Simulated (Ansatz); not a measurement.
# SiGeH (quartet): the correlation ladder, cc-pVTZ

One table from this session's results is given with a row withheld; the runs are named, their logs left out.

Computed with Ansatz 0.2.0, Gaussian basis. Level: cc-pVTZ, core rule «outside noble gas», up to 19 orbitals frozen.

To be run: UHF; CCSD(T) on ROHF; CCSD(T) on UHF; BCCD(T) on ROHF; CCSDT(Q) on ROHF; CCSDT(Q) on UHF; CASSCF and MRCISD+Q, 9 electrons in 9 orbitals; CASSCF and NEVPT2, 9 electrons in 9 orbitals.

3 further runs of the same task are left out: 3 set aside as unsound or not needed.

## The system

The geometry is a PBE0/def2-TZVP stationary point (not a proven minimum) of the parent state, kept for this charge and spin. No spin-orbit coupling is included. The filled d shell of Ge may be among the frozen orbitals whatever the setting's name suggests; the logs give the count.

3 atoms, charge 0, spin multiplicity 4.

Atoms are counted from 1 here; the program's logs count them from 0.

Bond lengths: Si1–Ge2 2.190 Å, Si1–H3 1.495 Å. Angles: Ge2–Si1–H3 180.0°.

Set-up of the first run:

The input, in.yaml:

```yaml
crystal:
  periodic: [false, false, false]
  atoms:
    - {symbol: Si, position_ang: [0.000000, 0.000000, 0.231514]}
    - {symbol: Ge, position_ang: [0.000000, 0.000000, -1.958437]}
    - {symbol: H, position_ang: [0.000000, 0.000000, 1.726924]}
basis:
  gaussian: {orbitals: cc-pVTZ}
magnetization: {spin_polarized: true, initial_magnetization: 3}
hamiltonian: {xc: hf}
output: {orbitals: {seedname: orbitals}}
```

Launch:

```bash
$ ansatz run in.yaml --threads 1 --pin off --events-out ev --progress --plain --max-ram 4096MiB --backend cpu
```

Steps of the session up to this table: UHF; CCSD(T) on ROHF; CCSD(T) on UHF; BCCD(T) on ROHF; CCSDT(Q) on ROHF; CCSDT(Q) on UHF; CASSCF and MRCISD+Q, 9 electrons in 9 orbitals; CASSCF and NEVPT2, 9 electrons in 9 orbitals.

One table of the session follows, with a row left open; its other results are not shown here.

It belongs to the step «Misses and costs». 

| method | from UCCSDT(Q) (meV) |
| --- | --- |
| ROHF | +5672.1 |
| UHF | +5357.2 |
| RMP2 | +1145.0 |
| UMP2 | ? |
| RCCSD | +322.1 |
| UCCSD | +308.1 |
| RCCSD(T) | +68.0 |
| UCCSD(T) | +65.3 |
| BCCD(T) | +69.0 |
| RCCSDT | +21.7 |
| UCCSDT | +14.9 |
| RCCSDT(Q) | +6.4 |
| UCCSDT(Q) | 0 |
| CASSCF valence | +4201.3 |
| NEVPT2 valence | +1028.5 |
| MRCISD valence | +403.7 |
| MRCISD+Q valence | +60.1 |

Estimate the missing values for UMP2.

**Answer.** from UCCSDT(Q) (meV): +1237.9. In the column «from UCCSDT(Q) (meV)» it lies between RMP2 (+1145.0) and CASSCF valence (+4201.3).

Limits of these values: Restricted and unrestricted rows rest on different reference determinants; where their highest levels disagree by more than a few hundredths of an eV, they describe different states and don't form one ladder.
